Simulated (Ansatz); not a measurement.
# MnPdBrF2: the cost of one run

Method: DFT PBE, scalar-relativistic, plane waves, PAW, in Ansatz 0.2.0.

1 further run of the same task is left out (it didn't finish).

### Step 1. Starting point

The structure is tetragonal, space group P4/mmm (No. 123). The conventional cell has a = 4.132 Å, b = 4.132 Å, c = 4.132 Å, α = 90.00°, β = 90.00°, γ = 90.00°. Mn (site symmetry 4/mmm) is surrounded by 4 Br at 2.92 Å and 8 F at 2.92 Å. Pd (site symmetry 4/mmm) is surrounded by 2 Br at 2.07 Å and 4 F at 2.07 Å. Br (site symmetry 4/mmm) is surrounded by 2 Pd at 2.07 Å and 4 Mn at 2.92 Å. Around F (site symmetry mmm) lie 2 Pd at 2.07 Å and 4 Mn at 2.92 Å.

Coordinates:

```
Mn Pd Br F
1.0
     4.13190    0.00000    0.00000
     0.00000    4.13190    0.00000
     0.00000    0.00000    4.13190
Mn Pd Br F
1 1 1 2
Direct
  0.50000 0.50000 0.50000
  0.00000 0.00000 0.00000
  0.00000 0.00000 0.50000
  0.50000 0.00000 0.00000
  0.00000 0.50000 0.00000
```

A structure generator made this guess: ordered mixture on the anion sites of perovskite (P4/mmm, No. 123). Lengths come from tabulated atomic sizes and are only a guess.

### Step 2. The guess as it stands, on a coarse mesh

The input, input.yaml:

```yaml
crystal:
  lattice:
    - [4.13189673, 0.0, 0.0]
    - [0.0, 4.13189673, 0.0]
    - [0.0, 0.0, 4.13189673]
  atoms:
    - { symbol: Mn, position: [0.5, 0.5, 0.5], spin: 4.0 }
    - { symbol: Pd, position: [0.0, 0.0, 0.0] }
    - { symbol: Br, position: [0.0, 0.0, 0.5] }
    - { symbol: F, position: [0.5, 0.0, 0.0] }
    - { symbol: F, position: [0.0, 0.5, 0.0] }
basis:
  ecutwfc: 420
kpoints:
  mp_grid: { grid: [4, 4, 4] }
hamiltonian:
  xc: pbe
scf:
  occupations: { method: gaussian, width: 0.1 }
  lower_state_search: "off"
output:
  forces: true
  stress: true
  eigenvalues: true
  populations: true
magnetization:
  spin_polarized: true
```

Run with:

```console
ansatz run input.yaml --threads 1 --pin off --max-ram 2560MiB --backend cpu --events-out ev --progress --plain --runs-dir out
```

**Question.** How long does this run take on 1 thread of Intel Xeon at 2.70GHz, shared host, and how much memory does it need?

About 13 s, with a peak of 0.42 GiB.
